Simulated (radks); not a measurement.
# Dipole-allowed lines with 12 electrons: Ni¹⁶⁺, Cu¹⁷⁺, Zn¹⁸⁺, Ga¹⁹⁺, Ge²⁰⁺, As²¹⁺

Aim: excitation energies and oscillator strengths as poles of the dipole polarisability below minus the highest eigenvalue. Time-dependent linear response with the Hartree and adiabatic exchange-only LDA kernel follows each ground state. Its values go to the run's result record, not to the log.

The numbers are computed with radks (a radial shooting solver on a logarithmic mesh, Libxc functionals) version 1 (non-relativistic Kohn-Sham, exchange-only LDA, spin-unpolarised, spherical densities, point nucleus), except any that are marked as measured or tabulated.

### 1 The system

| Item | Value |
| --- | --- |
| species | Ni¹⁶⁺ ([Ne] 3s2), Cu¹⁷⁺ ([Ne] 3s2), Zn¹⁸⁺ ([Ne] 3s2), Ga¹⁹⁺ ([Ne] 3s2), Ge²⁰⁺ ([Ne] 3s2), As²¹⁺ ([Ne] 3s2) |

### 2 Ni¹⁶⁺, [Ne] 3s2

Input:

```text
Z 28
configuration [Ne] 3s2 3p0 4s0 3d0 4f0
relativity non-relativistic
functional lda,
spin unpolarised
nucleus point
response adiabatic LDA kernel, real frequencies
```

Started as:

```console
$ python run_ks.py task.json out
```

The same process makes all the runs of this session.

### 3 Cu¹⁷⁺, [Ne] 3s2

Changes since step 2:

```diff
@@ -1,2 +1,2 @@
-Z 28
+Z 29
 configuration [Ne] 3s2 3p0 4s0 3d0 4f0
```

### 4 Zn¹⁸⁺, [Ne] 3s2

Changes since step 3:

```diff
@@ -1,2 +1,2 @@
-Z 29
+Z 30
 configuration [Ne] 3s2 3p0 4s0 3d0 4f0
```

### 5 Ga¹⁹⁺, [Ne] 3s2

Changes since step 4:

```diff
@@ -1,2 +1,2 @@
-Z 30
+Z 31
 configuration [Ne] 3s2 3p0 4s0 3d0 4f0
```

### 6 Ge²⁰⁺, [Ne] 3s2

Changes since step 5:

```diff
@@ -1,2 +1,2 @@
-Z 31
+Z 32
 configuration [Ne] 3s2 3p0 4s0 3d0 4f0
```

### 7 As²¹⁺, [Ne] 3s2

Changes since step 6:

```diff
@@ -1,2 +1,2 @@
-Z 32
+Z 33
 configuration [Ne] 3s2 3p0 4s0 3d0 4f0
```

Q: Predict the outcome of this session. Wanted: for each run, species; −ε(HOMO); lowest orbital gap; first line; f; strongest line; its f; static α.

**Answer**, as computed:

```
species  −ε(HOMO) (eV)  lowest orbital gap (eV)  first line (eV)      f  strongest line (eV)  its f  static α (bohr³)  measured (eV)
  Ni¹⁶⁺         546.91             3s-3p 36.735           46.406  0.658               46.406  0.658            0.2368              -
  Cu¹⁷⁺         606.92             3s-3p 38.759           48.907  0.632               48.907  0.632            0.2044              -
  Zn¹⁸⁺         669.97             3s-3p 40.782           51.405  0.607               51.405  0.607            0.1778              -
  Ga¹⁹⁺         736.04             3s-3p 42.803           53.901  0.585               53.901  0.585            0.1556              -
  Ge²⁰⁺         805.15             3s-3p 44.824           56.395  0.564               56.395  0.564            0.1369              -
  As²¹⁺         877.29             3s-3p 46.843           58.886  0.545               439.42  0.568            0.1211              -
```

In words: In Ni¹⁶⁺ the response moves the first line 9.671 eV above the bare orbital gap, and the lines found carry 98 % of the static polarisability. Very weak lines can be missed, and lines above minus the highest eigenvalue dissolve into this model's continuum.
